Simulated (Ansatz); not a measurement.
# AgHS (SMILES [SH][Ag]): one structure at several levels

The task here is to estimate one member of a computed series from the others.

Computed with Ansatz 0.2.0, Gaussian basis. Level: single points in def2-TZVPP.

Cores are frozen in the correlated methods. Filled d shells of the heavier atoms are correlated. Core potentials replace the inner electrons past krypton, and spin-orbit coupling is left out.

## Where the work starts

SMILES `[SH][Ag]`, 3 atoms, charge 0, spin multiplicity 1.

Atoms are counted from 1 here; the program's logs count them from 0.

Bond lengths: S1–Ag2 2.368 Å, S1–H3 1.365 Å. Angles: Ag2–S1–H3 94.3°.

As a file:

| atom | x (Å) | y (Å) | z (Å) |
| --- | --- | --- | --- |
| S1 | -0.5175 | -0.7440 | -0.3326 |
| Ag2 | 1.4216 | -0.0051 | 0.8075 |
| H3 | -1.0118 | 0.5152 | -0.5186 |

The first run:

The input, run/in.yaml:

```yaml
crystal:
  periodic: [false, false, false]
  atoms:
    - {symbol: S, position_ang: [-0.517500, -0.744000, -0.332600]}
    - {symbol: Ag, position_ang: [1.421600, -0.005100, 0.807500]}
    - {symbol: H, position_ang: [-1.011800, 0.515200, -0.518600]}
basis:
  gaussian: {orbitals: def2-TZVPP}
correlation: {method: ccsd_t}
output: {forces: true}
```

The command line of these runs was not kept.

Among the steps run: CCSD(T)/def2-TZVPP; PBE0-D4/def2-TZVPP; wB97M-V/def2-TZVPP; r2SCAN-D4/def2-TZVPP; PBE-D4/def2-TZVPP; r2SCANh-D4/def2-TZVPP; BHLYP-D4/def2-TZVPP.

One of the session's tables, all rows but one given; the rest of the session is left out.

```
    method  RMS force component (eV/Å)  angle to CCSD(T) forces (°)  dipole (D)
   CCSD(T)                       0.339                    reference        4.70
   PBE0-D4                       0.330                          5.8        4.46
   wB97M-V                       0.336                          3.7        4.93
 r2SCAN-D4                           ?                            ?           ?
    PBE-D4                       0.254                         29.5        3.65
r2SCANh-D4                       0.382                         10.7        4.36
  BHLYP-D4                       0.395                         24.5        4.96
```

**Question.** Estimate the row for r2SCAN-D4.

**Answer.** RMS force component (eV/Å): 0.367; angle to CCSD(T) forces (°): 16.5; dipole (D): 4.12. In the column «RMS force component (eV/Å)» it lies between CCSD(T) (0.339) and r2SCANh-D4 (0.382).
